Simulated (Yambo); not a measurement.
A run of Yambo 5.3.0 is set up as follows.

optics2.in

```
optics
chi
tddft
Chimod= "ALDA"
% BndsRnXd
 1 | 33 |
%
NGsBlkXd= 1 Ry
% LongDrXd
 1 | 1 | 0 |
%
% QpntsRXd
 1 | 1 |
%
% EnRngeXd
 0 | 10 | eV
%
% DmRngeXd
 0.1 | 0.1 | eV
%
ETStpsXd= 300
FxcGRLc= 1 Ry
VXCRLvcs= 1 Ry
```

Contents of scf.in:

```
&CONTROL
  calculation = 'scf'
  prefix = 'pwscf'
  outdir = './tmp'
  pseudo_dir = './pseudo'
/
&SYSTEM
  ibrav = 0
  nat = 2
  ntyp = 2
  ecutwfc = 76
  nbnd = 13
  occupations = 'smearing'
  smearing = 'fd'
  degauss = 0.00367493
  force_symmorphic = .true.
/
&ELECTRONS
  conv_thr = 4d-10
  electron_maxstep = 120
  mixing_beta = 0.5
/
ATOMIC_SPECIES
Zr    91.2240 Zr.upf
B     10.8100 B.upf
CELL_PARAMETERS angstrom
   1.9614334600   -1.9857162700    0.0000000000
   1.9614334600    1.9857162700    0.0000000000
   0.0000000000    0.0000000000    4.0139456300
ATOMIC_POSITIONS angstrom
Zr     0.0000000000    0.0000000000    2.0069728150
B      1.9614334600    0.0000000000    2.0069728150
K_POINTS automatic
14 14 10 0 0 0
```

nscf.in

```
&CONTROL
  calculation = 'nscf'
  prefix = 'pwscf'
  outdir = './tmp'
  pseudo_dir = './pseudo'
/
&SYSTEM
  ibrav = 0
  nat = 2
  ntyp = 2
  ecutwfc = 76
  nbnd = 33
  occupations = 'smearing'
  smearing = 'fd'
  degauss = 0.00367493
  force_symmorphic = .true.
/
&ELECTRONS
  conv_thr = 1d-08
  diago_full_acc = .true.
  diago_thr_init = 1d-06
/
ATOMIC_SPECIES
Zr    91.2240 Zr.upf
B     10.8100 B.upf
CELL_PARAMETERS angstrom
   1.9614334600   -1.9857162700    0.0000000000
   1.9614334600    1.9857162700    0.0000000000
   0.0000000000    0.0000000000    4.0139456300
ATOMIC_POSITIONS angstrom
Zr     0.0000000000    0.0000000000    2.0069728150
B      1.9614334600    0.0000000000    2.0069728150
K_POINTS automatic
14 14 10 0 0 0
```

Potentials or basis: PseudoDojo 0.4.1 SR PBE standard.

The run is started by

```sh
$ OMP_NUM_THREADS=1 pw.x -in scf.in > scf.out
$ OMP_NUM_THREADS=1 pw.x -in nscf.in > nscf.out
$ cd tmp/pwscf.save; p2y; mv SAVE ../..; cd ../..
$ OMP_NUM_THREADS=1 yambo
$ OMP_NUM_THREADS=1 yambo -F optics2.in -J optics2 -C optics2_out
```

Problem. What does it give for the band gap on the k mesh, mean-field level?

Solution. None (metal or under the smearing width).

Dielectric function (along the field direction of the input):
| energy (eV) | real part | imaginary part |
| --- | --- | --- |
| 0.27 | 30.58 | 9.84 |
| 0.60 | 32.15 | 8.88 |
| 0.94 | 25.40 | 17.19 |
| 1.27 | 5.57 | 18.74 |
| 1.61 | 15.01 | 9.39 |
| 1.94 | 21.82 | 21.99 |
| 2.27 | 6.72 | 23.22 |
| 2.61 | 1.42 | 21.80 |
| 2.94 | -0.82 | 12.31 |
| 3.28 | 2.52 | 11.81 |
| 3.61 | -3.87 | 10.96 |
| 3.95 | -0.27 | 7.74 |
| 4.28 | 2.01 | 6.56 |
| 4.62 | 2.38 | 9.64 |
| 4.95 | -0.01 | 6.67 |
| 5.28 | 1.81 | 5.75 |
| 5.62 | 1.89 | 9.33 |
| 5.95 | 1.09 | 6.20 |
| 6.29 | 2.25 | 6.89 |
| 6.62 | 0.14 | 10.13 |
| 6.96 | -1.71 | 8.51 |
| 7.29 | -4.19 | 7.67 |
| 7.63 | -3.00 | 5.86 |
| 7.96 | -3.91 | 5.27 |
| 8.29 | -3.66 | 3.50 |
| 8.63 | -3.14 | 2.36 |
| 8.96 | -1.61 | 1.72 |
| 9.30 | -1.69 | 3.16 |
| 9.63 | -1.93 | 2.23 |
| 10.00 | -1.63 | 2.00 |

Caveat: the LDA kernel is used on GGA states, which is inconsistent by a few percent; the intraband (Drude) term of the metal is left out; the ground state has no gap, which makes the many-body step unreliable; these spectra lack excitons.
